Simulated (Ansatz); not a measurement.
## GeCN2 in Ansatz: the effect of functional

Crystal: GeCN2.

```xyz
4
Lattice="1.7818 1.0287 4.8889 -1.7818 1.0287 4.8889 0.0000 -2.0574 4.8889" Properties=species:S:1:pos:R:3 pbc="T T T"
Ge    0.0000    0.0000    0.0000
N     0.0000    0.0000    8.5640
N     0.0000    0.0000    6.1028
C     0.0000    0.0000    7.3334
```

The cell comes from a database or a generator and needn't be the stable form of this composition.

The cell isn't the ideal one: volume scaled by 0.98.

Alike in all runs:

* Program: Ansatz 0.2.0
* Task: single point
* Potentials or basis: Ansatz PAW
* k mesh: 9 × 9 × 9
* Occupations: fermi-dirac, width 0.05 eV
* Spin: no spin polarisation

```csv
functional,cutoff,gap on the mesh (eV),pressure (GPa),largest force (eV/Å)
LDA,420 eV (not typed: the program's choice for these potentials),0.93,-4.1,0.25
PBEsol,420 eV (not typed: the program's choice for these potentials),0.95,-0.6,0.66
r2SCAN,500 eV (not typed: the program's choice for these potentials),?,?,?
```

**Question.** What does the run with functional r2SCAN give?

**Answer.** gap on the mesh 1.15 eV; pressure -0.6 GPa; largest force 0.08 eV/Å.

Caveats: odd divisions of the mesh miss points on the zone boundary, where band edges often lie, so the gap on the mesh can be too wide; the PAW data sets come from PBE, with cores solved anew for the run's functional, which leaves a small shift of forces and pressure.

A k mesh can miss the band edges.
